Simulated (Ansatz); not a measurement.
2 structures of Os, a ranking of polymorphs by energy

Computed with Ansatz 0.2.0 through its Python package.

Run as a notebook:

In [1]:
```python
import warnings

import ansatz as az
import numpy as np
import spglib

PHASES = {
    "Fm-3m": (
        [(0.0, 1.945, 1.945), (1.945, 0.0, 1.945), (1.945, 1.945, 0.0)],
        [
            ("Os", (0.0, 0.0, 0.0)),
        ],
    ),
    "P6_3/mmc": (
        [(2.7341, 0.0, 0.0), (-1.36705, 2.3678, 0.0), (0.0, 0.0, 4.3197)],
        [
            ("Os", (1 / 3, 2 / 3, 0.25)),
            ("Os", (2 / 3, 1 / 3, 0.75)),
        ],
    ),
}


def build(vectors, sites):
    crystal = az.Crystal(lattice=az.Lattice.of(vectors))
    for symbol, position in sites:
        crystal = crystal.atom(symbol, position)
    return crystal
```

In [2]:
```python
def ground_state(name, crystal):
    calc = (
        crystal.calculation()
        .functional(az.Functional.PBESOL)
        .scf(tolerance=1e-10)
        .basis(500)
        .kpoints(spacing=0.15)
        .occupations("gaussian", width=0.1)
        .stress()
        .band_table()
    )
    calc = calc.relax(force_tolerance=0.01, cell=True)
    return calc.run()


def volume_per_atom(outcome):
    return abs(np.linalg.det(outcome.lattice.cell_ang)) / len(outcome.lattice.sites)
```

In [3]:
```python
def pressure_gpa(outcome):
    return float(np.trace(outcome.report["stress_gpa"]) / 3)
```

In [4]:
```python
def space_group(outcome):
    sites = outcome.report["lattice"]["sites"]
    kinds = sorted({site["symbol"] for site in sites})
    cell = (outcome.lattice.cell_ang, [site["position_frac"] for site in sites], [kinds.index(site["symbol"]) for site in sites])
    return spglib.get_spacegroup(cell, symprec=0.01)
```

In [5]:
```python
warnings.simplefilter("ignore", az.DeckWarning)
```

In [6]:
```python
phases = {name: build(*cell) for name, cell in PHASES.items()}
```

In [7]:
```python
done = {}
for name, crystal in phases.items():
    try:
        done[name] = ground_state(name, crystal)
    except az.NonConvergedError as error:
        print(name, "did not converge:", str(error)[:120])
```

In [8]:
```python
energy = {name: o.report["energy_sigma0_ev"] / len(o.lattice.sites) for name, o in done.items()}
lowest = min(energy.values())
rows = [(name, len(o.lattice.sites), 1000 * (energy[name] - lowest), volume_per_atom(o), pressure_gpa(o), space_group(o)) for name, o in done.items()]
rows.sort(key=lambda row: row[2])
print("     phase       atoms  dE (meV/atom)  V (A^3/atom)     P (GPa)  space group")
for row in rows:
    print(f"{str(row[0]):>10}  {row[1]:10d}  {row[2]:13.1f}  {row[3]:12.3f}  {row[4]:10.2f}  {str(row[5]):>11}")
print("lowest in energy:", rows[0][0])
```
```text
     phase       atoms  dE (meV/atom)  V (A^3/atom)     P (GPa)  space group
  P6_3/mmc           2            0.0        13.890       -0.00  P6_3/mmc (194)
     Fm-3m           1          136.9        13.937       -0.01  Fm-3m (225)
lowest in energy: P6_3/mmc
```

By space group at the end of each run: P6_3/mmc (+0 meV an atom, 13.9 Å³) and Fm-3m (+137 meV an atom, 13.9 Å³).

What to keep in mind:
- Spin is left out of this run.
- Pressure is positive in compression.
- Spin-orbit coupling, which matters for elements this heavy, is left out.
- The cells come from databases of deposited and of computed structures, and not all need be stable phases.
- The ranking holds among these structures alone, at zero temperature; the ground state may be another structure. Differences under about 40 meV an atom lie within the error of mesh and functional.
- Finished in 51 s on 1 thread of Arm Neoverse V2, with other jobs on the host, peak memory 0.51 GiB.
